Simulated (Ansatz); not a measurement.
# CuNi3 (Cmmm) in Ansatz: settings compared, part 2 of 2

Ansatz 0.2.0.

**3. Single point, PBEsol, collinear spin, ferromagnetic start, 10.34 Å³/atom (volume scaled by 0.94)**

Contents of input.yaml:

```yaml
crystal:
  lattice:
    - [1.3667302939, -1.9465884543, 0.0]
    - [1.3667302939, 1.9465884543, 0.0]
    - [0.0, 0.0, 7.7729040998]
  atoms:
    - { symbol: Cu, position: [0.0, 0.0, 0.0], spin: 0.6 }
    - { symbol: Ni, position: [0.5, 0.5, 0.254686], spin: 1.0 }
    - { symbol: Ni, position: [0.0, 0.0, 0.5], spin: 1.0 }
    - { symbol: Ni, position: [0.5, 0.5, 0.745314], spin: 1.0 }
kpoints:
  mp_grid: { grid: [12, 12, 4] }
scf:
  occupations: { method: fermi_dirac, width: 0.05 }
hamiltonian:
  xc: pbesol
  pseudopotentials: { kind: all_electron, lapw: { basis_error: 0.001 } }
magnetization:
  spin_polarized: true
output:
  forces: true
  stress: true
  eigenvalues: true
```

Potentials or basis: all-electron LAPW, scalar-relativistic.

Run with:

```sh
ansatz run input.yaml --threads 4 --pin off --max-ram 12288MiB --backend cpu --events-out ev --progress --plain --runs-dir out
```

Standard output:

```text
Warning: RAYON_NUM_THREADS=4 ignored (pool sized by the plan → 4); use --threads N
LAPW: plane waves up to 9.670 Å⁻¹, error target 1.0e-3 eV per atom; small_component_spin mean_spin; Ni in spheres of 1.173 Å, 18 of its electrons in bands, Dirac shells []; Cu in spheres of 1.178 Å, 19 of its electrons in bands, Dirac shells [] (how accurate: hamiltonian.pseudopotentials.lapw.basis_error, Limitations)
Engine: ansatz 0.2.0, aarch64-unknown-linux-gnu
Pseudopotentials: kind: all_electron
Pseudopotential: Cu, LAPW, valence charge 19, lapw/all_electron/scalar/gaussian/Cu, Koelling and Harmon's equation, gaussian nucleus
Pseudopotential: Ni, LAPW, valence charge 18, lapw/all_electron/scalar/gaussian/Ni, Koelling and Harmon's equation, gaussian nucleus
Functional definition: PBEsol
  exchange = pbesol_x
  correlation = pbesol_c
Crystal: 4 atoms, lattice volume = 41.359 Å³
Basis set: ecut = 356.25522996293637 eV, 611 PW (Γ), exchange–correlation at level 2
Bands: 46, of which v1, the nominal top of the filled ones, is band 37 counted from 1 (36 counted from 0)
Symmetry: 8 space group operations
Space group: Cmmm (ITA 65), of the structure as read, at distance tolerance 3.5e-5 Å
Magnetic group: BNS 65.481 (UNI 579), of the structure as read, at distance tolerance 3.5e-5 Å
k-points: 129 of 576
Non-local potential: Cu, projectors of the file, none
Non-local potential: Ni, projectors of the file, none
Initial density: superposition of atomic densities (chi_scale 0.1, normalization cell)
Starting moments: Σ|m| = 3.6 μB on 4 of 4 sites
Initial wavefunctions: plane waves of lowest kinetic energy (no species holds an atomic orbital)
Functional: x = pbesol(κ = 0.804, μ = 0.12345679012345678), c = pbesol(β = 0.046)
SCF iter   1: F=—  HF=-169047.371997 eV  |F-HF|=—  |Δ(HF+E_count)|=         —  Δρ=1.36e-1 (↑1.01e-1 ↓1.36e-1)  dr2=1.25e2  dr2_m=8.19e-1  M=0.611 μB ∫|m|=0.654 μB  β_m=0.30  ethr=1.00e-1  ⟨swp⟩=2.1  Hψ=56288  notcnv=0
Mixer restart at iter 1: flushing history
preconditioner: auto → Kerker (q_TF=auto, 2.999 Å⁻¹)  [metal: Δε(μ)=0.001 eV  Ē_g=9.726 eV  σ=0.050 eV  W_gap=0.01  n_scr=18 (ndim 8)  ℏωp=37.0 eV  f_vac=0.000  D(μ)=6.17/eV (n_scr^D=88)]
spin=Collinear: Kerker preconditioning applied to the charge; magnetization (m = ρ↑ − ρ↓) channel mixes plain (no charge-response kernel on spin).
SCF iter   2: F=—  HF=-169060.498727 eV  |F-HF|=—  |Δ(HF+E_count)|=    1.31e1  Δρ=4.24e-2 (↑3.73e-2 ↓4.24e-2)  dr2=8.59e0  dr2_m=6.32e-2  M=1.762 μB ∫|m|=1.829 μB  β_m=0.24  ethr=1.00e-1  ⟨swp⟩=2.2  Hψ=32796  notcnv=0
SCF iter   3: F=—  HF=-169044.478752 eV  |F-HF|=—  |Δ(HF+E_count)|=    1.60e1  Δρ=2.26e-2 (↑2.21e-2 ↓2.26e-2)  dr2=1.10e0  dr2_m=7.92e-2  M=1.511 μB ∫|m|=1.587 μB  β_m=0.62  ethr=1.18e-2  ⟨swp⟩=2.2  Hψ=35650  notcnv=0
SCF iter   4: F=—  HF=-169045.147710 eV  |F-HF|=—  |Δ(HF+E_count)|=         —  Δρ=7.04e-2 (↑5.42e-2 ↓7.04e-2)  dr2=3.43e1  dr2_m=1.55e-1  M=0.574 μB ∫|m|=0.651 μB  β_m=0.62  ethr=1.51e-3  ⟨swp⟩=3.0  Hψ=38635  notcnv=0
the basis was enlarged: its passes take 1.4 MiB over the memory plan, 4 of 4 planned eigensolver slots
[... 12 lines left out ...]
SCF iter  15: F=—  HF=-169041.880591 eV  |F-HF|=—  |Δ(HF+E_count)|=   1.41e-5  Δρ=6.14e-5 (↑6.08e-5 ↓6.14e-5)  dr2=3.79e-5  dr2_m=1.46e-7  M=1.178 μB ∫|m|=1.324 μB  β_m=0.40  ethr=1.68e-8  ⟨swp⟩=2.7  Hψ=33671  notcnv=0
SCF iter  16: F=—  HF=-169041.880585 eV  |F-HF|=—  |Δ(HF+E_count)|=   6.29e-6  Δρ=2.51e-5 (↑2.51e-5 ↓2.45e-5)  dr2=7.16e-6  dr2_m=1.32e-8  M=1.178 μB ∫|m|=1.323 μB  β_m=0.41  ethr=1.68e-8  ⟨swp⟩=2.0  Hψ=33386  notcnv=0
SCF iter  17: F=—  HF=-169041.880585 eV  |F-HF|=—  |Δ(HF+E_count)|=   4.80e-7  Δρ=1.26e-5 (↑1.26e-5 ↓1.06e-5)  dr2=1.57e-6  dr2_m=5.06e-9  M=1.178 μB ∫|m|=1.323 μB  β_m=0.53  ethr=9.80e-9  ⟨swp⟩=2.0  Hψ=33386  notcnv=0
SCF iter  18: F=—  HF=-169041.880584 eV  |F-HF|=—  |Δ(HF+E_count)|=   1.46e-7  Δρ=4.08e-6 (↑3.93e-6 ↓4.08e-6)  dr2=1.47e-7  dr2_m=2.58e-9  M=1.178 μB ∫|m|=1.323 μB  β_m=0.51  ethr=2.15e-9  ⟨swp⟩=2.0  Hψ=33386  notcnv=0
SCF iter  19: F=—  HF=-169041.880584 eV  |F-HF|=—  |Δ(HF+E_count)|=   7.31e-9  Δρ=3.51e-6 (↑3.27e-6 ↓3.51e-6)  dr2=3.03e-8  dr2_m=1.30e-9  M=1.178 μB ∫|m|=1.323 μB  β_m=0.39  ethr=2.02e-10  ⟨swp⟩=2.0  Hψ=33386  notcnv=0
SCF iter  20: F=—  HF=-169041.880584 eV  |F-HF|=—  |Δ(HF+E_count)|=   1.19e-8  Δρ=1.01e-6 (↑1.01e-6 ↓8.08e-7)  dr2=1.19e-9  dr2_m=8.33e-11  M=1.178 μB ∫|m|=1.323 μB  β_m=0.70  ethr=4.14e-11  ⟨swp⟩=2.0  Hψ=33386  notcnv=0
SCF iter  21: F=-169041.880584 eV  HF=-169041.880584 eV  |F-HF|=4.16e-9  |Δ(HF+E_count)|=   9.37e-9  Δρ=5.02e-7 (↑3.82e-7 ↓5.02e-7)  dr2=2.09e-9  dr2_m=3.50e-12  M=1.178 μB ∫|m|=1.323 μB  ethr=2.81e-12 (applied; sched 1.63e-12)  ⟨swp⟩=2.6  Hψ=33596  notcnv=0
SCF 1 converged in 21 iterations: F = -169041.880584 eV  dr2 = 2.09e-9
SCF converged after 21 iterations
Magnetization: 1.1780 μB (37.0890 up, 35.9110 down)
Absolute magnetization: 1.3232 μB (∫|ρ↑−ρ↓|)
Spin contamination: 0.0140 ħ² per cell (⟨S²⟩ above its minimum at these occupations)
Per-site moments (μB) at R_I (Å): [(0.020314840527944966, 1.178188357021549), (0.36011688034220235, 1.1730138690779923), (0.48780969161507315, 1.1730138690779923), (0.36011688034220235, 1.1730138690779923)]
Free energy (F): -169041.880584 eV
Harris-Foulkes:  -169041.880584 eV  (|F-HF|=4.16e-9)
Internal energy: -169041.839116 eV  (E = F + TS)
E sigma→0 (E₀):  -169041.859850 eV
Entropy (-TS):   -0.041468 eV (-10.367 meV/atom)
Fermi energy:    19.149783 eV
--- Per-component energies (eV) ---
  E_band       = -1102.172521
  E_kinetic    = 171788.005533
  E_xc         = -6891.578030
  E_electrostatic = -333938.266619  (all electrons and nuclei)
  E_smearing   = -0.041468  (= −TS)
  E_closure    = 0.000000  (closes the sum)
  E_atoms      = -169014.596184  (free atoms, spherical and without spin; not in F)
  Σ components = -169041.880584   (vs F -169041.880584, Δ=0.00e0)
  Basis errors (estimates in eV, not in F): energy 2.7e-4 per atom: plane waves 2.5e-4 (1.3e-4 summed), levels above the bands 7.3e-96, relativity 1.6e-8, radial functions 2.6e-5, core shells 1.6e-9; eigenvalues (radial functions only) 5.8e-7; not estimated: angular momenta, meshes, grids; target (lapw.basis_error) 1.0e-3; muffin-tin radii Ni 1.173 Å, Cu 1.178 Å
--- Forces (eV/Å), atoms counted from 1 ---
  atom   1  Cu     0.00000000     0.00000000     0.00000000
  atom   2  Ni     0.00000000     0.00000000    -0.07600549
  atom   3  Ni     0.00000000     0.00000000     0.00000000
  atom   4  Ni     0.00000000     0.00000000     0.07600549
  max |Σ_I F_I| component: 9.86e-32 eV/Å
--- Stress (GPa, compression-positive) ---
        5.799265       0.000000       0.000000
        0.000000       6.373152       0.000000
        0.000000       0.000000       7.507431
  P = ⅓ Tr σ = 6.5599 GPa (65.599 kbar)
--- Band table (eV; the first three rows and the last of 258) ---
  k-point 0 ↑: bands = ["-93.1505", "-83.9693", "-83.7720", "-83.7700", "-50.6825", "-50.6307", "-50.5656", "-44.5770", "-44.4191", "-44.3385", "-44.2736", "-44.2461", "-44.2368", "-44.2325", "-44.1948", "-44.1948", "9.5663", "11.8866", "12.1599", "14.0864", "15.3955", "15.9993", "16.0763", "16.3867", "16.4630", "16.6874", "16.7418", "16.7745", "17.1445", "17.2594", "17.3734", "18.0491", "18.1239", "18.1438", "18.3055", "18.3156", "18.4876", "18.5259", "19.0476", "19.1419", "25.6184", "34.9339", "35.0148", "38.4939", "39.5889", "41.4402"]
  k-point 1 ↑: bands = ["-93.1505", "-83.9693", "-83.7720", "-83.7700", "-50.6825", "-50.6307", "-50.5656", "-44.5770", "-44.4191", "-44.3385", "-44.2730", "-44.2460", "-44.2369", "-44.2330", "-44.1948", "-44.1948", "9.7294", "11.0260", "13.0403", "14.0369", "15.4027", "15.9653", "16.1544", "16.4347", "16.5137", "16.7210", "16.7533", "16.8020", "17.1531", "17.1985", "17.2594", "18.1229", "18.1451", "18.2541", "18.2735", "18.3153", "18.4634", "18.4922", "18.5215", "19.0597", "26.6061", "31.8266", "38.2823", "38.6944", "39.8591", "40.2414"]
  k-point 2 ↑: bands = ["-93.1505", "-83.9693", "-83.7720", "-83.7700", "-50.6825", "-50.6307", "-50.5656", "-44.5771", "-44.4191", "-44.3385", "-44.2724", "-44.2459", "-44.2370", "-44.2335", "-44.1948", "-44.1948", "10.1080", "10.3596", "13.6337", "13.8703", "15.4102", "15.9352", "16.2514", "16.4841", "16.5845", "16.7264", "16.8101", "16.9781", "17.0409", "17.2226", "17.2594", "17.5950", "18.1505", "18.1781", "18.2547", "18.3150", "18.4612", "18.4991", "18.5148", "18.9380", "28.5155", "29.3438", "39.2612", "39.3125", "40.4712", "40.9048"]
  k-point 128 ↓: bands = ["-93.0883", "-83.3247", "-83.2845", "-83.2786", "-50.7049", "-50.6632", "-50.6128", "-44.0326", "-44.0038", "-43.9723", "-43.9611", "-43.9450", "-43.9032", "-43.8681", "-43.8103", "-43.7581", "14.2396", "14.6690", "14.8285", "14.9119", "15.1078", "15.1136", "15.9061", "16.5581", "16.7718", "17.1399", "17.3381", "17.9883", "18.3006", "18.4306", "18.6193", "19.0188", "19.0980", "19.5998", "19.7018", "19.8036", "21.0144", "21.1732", "25.3941", "26.3338", "26.6620", "27.1297", "27.5931", "27.8973", "30.0766", "30.3561"]
```

Wall time 83 s (4 threads of Arm Neoverse V2, shared host); peak memory 1.7 GiB.

What came out:

```
Free energy            : -169041.8806 eV
Pressure               : 6.6 GPa
Largest force          : 0.076 eV/Å
Band gap on the k mesh : none (metal or under the smearing width)
Net moment             : 1.18 μB per cell
Absolute moment        : 1.32 μB per cell
Site moments           : Cu +0.02; Ni +0.36, +0.49 μB
```

**4. Single point, PBEsol, collinear spin, ferromagnetic start, 10.56 Å³/atom (volume scaled by 0.96)**

Edit input.yaml of step 3 so:

```diff
@@ -2,5 +2,5 @@
   lattice:
-    - [1.3667302939, -1.9465884543, 0.0]
-    - [1.3667302939, 1.9465884543, 0.0]
-    - [0.0, 0.0, 7.7729040998]
+    - [1.3763554723, -1.9602972753, 0.0]
+    - [1.3763554723, 1.9602972753, 0.0]
+    - [0.0, 0.0, 7.8276446647]
   atoms:
```

Run with:

```sh
ansatz run input.yaml --threads 4 --pin off --max-ram 12288MiB --backend cpu --events-out ev --progress --plain --runs-dir out
```

Run time: 80 s. Hardware: 4 threads of Arm Neoverse V2, shared host; peak memory 1.7 GiB.

The run converged. Its results:

* Free energy: -169041.9031 eV
* Pressure: 1.8 GPa
* Largest force: 0.043 eV/Å
* Band gap on the k mesh: none (metal or under the smearing width)
* Net moment: 1.23 μB per cell
* Absolute moment: 1.38 μB per cell
* Site moments: Cu +0.02; Ni +0.38, +0.50 μB

**5. Single point, PBEsol, collinear spin, ferromagnetic start, 10.78 Å³/atom (volume scaled by 0.98)**

Edit input.yaml of step 4 so:

```diff
@@ -2,5 +2,5 @@
   lattice:
-    - [1.3763554723, -1.9602972753, 0.0]
-    - [1.3763554723, 1.9602972753, 0.0]
-    - [0.0, 0.0, 7.8276446647]
+    - [1.3858478789, -1.9738169941, 0.0]
+    - [1.3858478789, 1.9738169941, 0.0]
+    - [0.0, 0.0, 7.8816301269]
   atoms:
```

Run with:

```sh
ansatz run input.yaml --threads 4 --pin off --max-ram 12288MiB --backend cpu --events-out ev --progress --plain --runs-dir out
```

It took 93 s on 4 threads of Arm Neoverse V2, shared host; peak memory 1.7 GiB.

Results (log left out):

```yaml
Free_energy: -169041.9008 eV
Pressure: -2.5 GPa
Largest_force: 0.013 eV/Å
Band_gap_on_the_k_mesh: none (metal or under the smearing width)
Net_moment: 1.27 μB per cell
Absolute_moment: 1.44 μB per cell
Site_moments: Cu +0.02; Ni +0.40, +0.52 μB
```

**6. Single point, PBEsol, collinear spin, ferromagnetic start, 11.00 Å³/atom**

Edit input.yaml of step 5 so:

```diff
@@ -2,5 +2,5 @@
   lattice:
-    - [1.3858478789, -1.9738169941, 0.0]
-    - [1.3858478789, 1.9738169941, 0.0]
-    - [0.0, 0.0, 7.8816301269]
+    - [1.395212, -1.987154, 0.0]
+    - [1.395212, 1.987154, 0.0]
+    - [0.0, 0.0, 7.934886]
   atoms:
```

Potentials or basis: all-electron LAPW, scalar-relativistic.

Run with:

```sh
ansatz run input.yaml --threads 4 --pin off --max-ram 12288MiB --backend cpu --events-out ev --progress --plain --runs-dir out
```

Wall time 98 s (4 threads of Arm Neoverse V2, shared host); peak memory 1.7 GiB.

Results (log left out):

* Free energy: -169041.8765 eV
* Pressure: -6.3 GPa
* Largest force: 0.015 eV/Å
* Band gap on the k mesh: none (metal or under the smearing width)
* Net moment: 1.32 μB per cell
* Absolute moment: 1.49 μB per cell
* Site moments: Cu +0.02; Ni +0.41, +0.53 μB

**7. Single point, PBEsol, collinear spin, ferromagnetic start, 11.22 Å³/atom (volume scaled by 1.02)**

Edit input.yaml of step 6 so:

```diff
@@ -2,5 +2,5 @@
   lattice:
-    - [1.395212, -1.987154, 0.0]
-    - [1.395212, 1.987154, 0.0]
-    - [0.0, 0.0, 7.934886]
+    - [1.4044520839, -2.0003143438, 0.0]
+    - [1.4044520839, 2.0003143438, 0.0]
+    - [0.0, 0.0, 7.9874364454]
   atoms:
```

Run with:

```sh
ansatz run input.yaml --threads 4 --pin off --max-ram 12288MiB --backend cpu --events-out ev --progress --plain --runs-dir out
```

It took 96 s on 4 threads of Arm Neoverse V2, shared host; peak memory 1.6 GiB.

It converged, with:

```
Free energy            : -169041.8328 eV
Pressure               : -9.6 GPa
Largest force          : 0.041 eV/Å
Band gap on the k mesh : none (metal or under the smearing width)
Net moment             : 1.37 μB per cell
Absolute moment        : 1.55 μB per cell
Site moments           : Cu +0.02; Ni +0.43, +0.55 μB
```

**8. Single point, PBEsol, collinear spin, ferromagnetic start, 11.44 Å³/atom (volume scaled by 1.04)**

Edit input.yaml of step 7 so:

```diff
@@ -2,5 +2,5 @@
   lattice:
-    - [1.4044520839, -2.0003143438, 0.0]
-    - [1.4044520839, 2.0003143438, 0.0]
-    - [0.0, 0.0, 7.9874364454]
+    - [1.4135721581, -2.0133037619, 0.0]
+    - [1.4135721581, 2.0133037619, 0.0]
+    - [0.0, 0.0, 8.0393043691]
   atoms:
```

Run with:

```sh
ansatz run input.yaml --threads 4 --pin off --max-ram 12288MiB --backend cpu --events-out ev --progress --plain --runs-dir out
```

Run time: 93 s. Hardware: 4 threads of Arm Neoverse V2, shared host; peak memory 1.6 GiB.

The run converged. Its results:

| Property | Result |
| --- | --- |
| Free energy | -169041.7720 eV |
| Pressure | -12.5 GPa |
| Largest force | 0.065 eV/Å |
| Band gap on the k mesh | none (metal or under the smearing width) |
| Net moment | 1.42 μB per cell |
| Absolute moment | 1.62 μB per cell |
| Site moments | Cu +0.01; Ni +0.46, +0.56 μB |

**9. Single point, PBEsol, collinear spin, ferromagnetic start, 11.66 Å³/atom (volume scaled by 1.06)**

Edit input.yaml of step 8 so:

```diff
@@ -2,5 +2,5 @@
   lattice:
-    - [1.4135721581, -2.0133037619, 0.0]
-    - [1.4135721581, 2.0133037619, 0.0]
-    - [0.0, 0.0, 8.0393043691]
+    - [1.4225760452, -2.0261276985, 0.0]
+    - [1.4225760452, 2.0261276985, 0.0]
+    - [0.0, 0.0, 8.0905115101]
   atoms:
```

Potentials or basis: all-electron LAPW, scalar-relativistic.

Run with:

```sh
ansatz run input.yaml --threads 4 --pin off --max-ram 12288MiB --backend cpu --events-out ev --progress --plain --runs-dir out
```

Run time: 92 s. Hardware: 4 threads of Arm Neoverse V2, shared host; peak memory 1.6 GiB.

The run converged. Its results:

| Item | Value |
| --- | --- |
| Free energy | -169041.6961 eV |
| Pressure | -15.1 GPa |
| Largest force | 0.087 eV/Å |
| Band gap on the k mesh | none (metal or under the smearing width) |
| Net moment | 1.48 μB per cell |
| Absolute moment | 1.68 μB per cell |
| Site moments | Cu +0.01; Ni +0.48, +0.58 μB |
